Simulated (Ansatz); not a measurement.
**C3H8OSi: small, medium and large basis sets**

How large a basis does C3H8OSi need? Two functionals are run in growing sets.

Program: Ansatz 0.2.0, Gaussian basis. Level of theory: one geometry, several basis sets. These are calculated values, not measurements.

The runs, in order: PBE0-D4/def2-SVP; ωB97M-V/def2-SVP; PBE0-D4/def2-QZVPP; ωB97M-V/def2-QZVPP; the functionals' def2-TZVPP values are taken from earlier runs.

## Step 1: The relaxed structure

All runs share one geometry, relaxed beforehand with PBE0-D4 in a triple-zeta def2 set.

SMILES `CC[Si]OC`, 13 atoms, charge 0, spin multiplicity 1.

Atoms are counted from 1 here; the program's logs count them from 0.

Bond lengths: C1–C2 1.533 Å, C1–H6 1.095 Å, C1–H7 1.093 Å, C1–H8 1.093 Å, C2–Si3 1.914 Å, C2–H9 1.096 Å, C2–H10 1.096 Å, Si3–O4 1.646 Å, O4–C5 1.407 Å, C5–H11 1.093 Å, C5–H12 1.094 Å, C5–H13 1.092 Å. Angles: C2–C1–H6 111.7°, C2–C1–H7 111.9°, C2–C1–H8 111.7°, H6–C1–H7 106.9°, H6–C1–H8 107.0°, H7–C1–H8 107.4°, C1–C2–Si3 110.0°, C1–C2–H9 109.7°, C1–C2–H10 110.7°, Si3–C2–H9 107.1°, Si3–C2–H10 112.9°, H9–C2–H10 106.4°, C2–Si3–O4 103.5°, Si3–O4–C5 134.4°, O4–C5–H11 109.5°, O4–C5–H12 112.4°, O4–C5–H13 108.9°, H11–C5–H12 108.8° and more.

## Step 2: PBE0-D4 in def2-SVP

Input file in.yaml:

```yaml
crystal:
  periodic: [false, false, false]
  atoms:
    - {symbol: C, position_ang: [-1.186859, 1.141218, 0.106460]}
    - {symbol: C, position_ang: [0.318473, 1.226970, 0.383141]}
    - {symbol: Si, position_ang: [0.822373, -0.095856, 1.672066]}
    - {symbol: O, position_ang: [0.859332, -1.490883, 0.798347]}
    - {symbol: C, position_ang: [0.666620, -1.806932, -0.558915]}
    - {symbol: H, position_ang: [-1.770665, 1.178821, 1.032216]}
    - {symbol: H, position_ang: [-1.533049, 1.966271, -0.521371]}
    - {symbol: H, position_ang: [-1.452901, 0.210156, -0.400626]}
    - {symbol: H, position_ang: [0.558764, 2.205312, 0.814684]}
    - {symbol: H, position_ang: [0.888971, 1.151952, -0.550072]}
    - {symbol: H, position_ang: [-0.267301, -2.363363, -0.674185]}
    - {symbol: H, position_ang: [0.627021, -0.916292, -1.192137]}
    - {symbol: H, position_ang: [1.489619, -2.442073, -0.894707]}
basis:
  gaussian: {orbitals: def2-SVP}
hamiltonian: {xc: pbe0, dispersion: d4}
output: {orbitals: {seedname: orbitals}}
```

Further steps of the session: ωB97M-V in def2-SVP; PBE0-D4 in def2-QZVPP; ωB97M-V in def2-QZVPP.

Q: Predict the results of all the runs planned. Wanted: PBE0-D4: double and triple zeta above quadruple; ωB97M-V: double and triple zeta above quadruple.

**Answer**, as computed:

| quantity | value |
| --- | --- |
| PBE0-D4: double and triple zeta above quadruple | 9.45, 0.58 eV |
| ωB97M-V: double and triple zeta above quadruple | 9.72, 0.55 eV |

For PBE0-D4 the step from double to triple zeta gains 8.87 eV and the next only 0.58 eV. Total energies overstate the basis error of differences, where much of it tends to cancel.
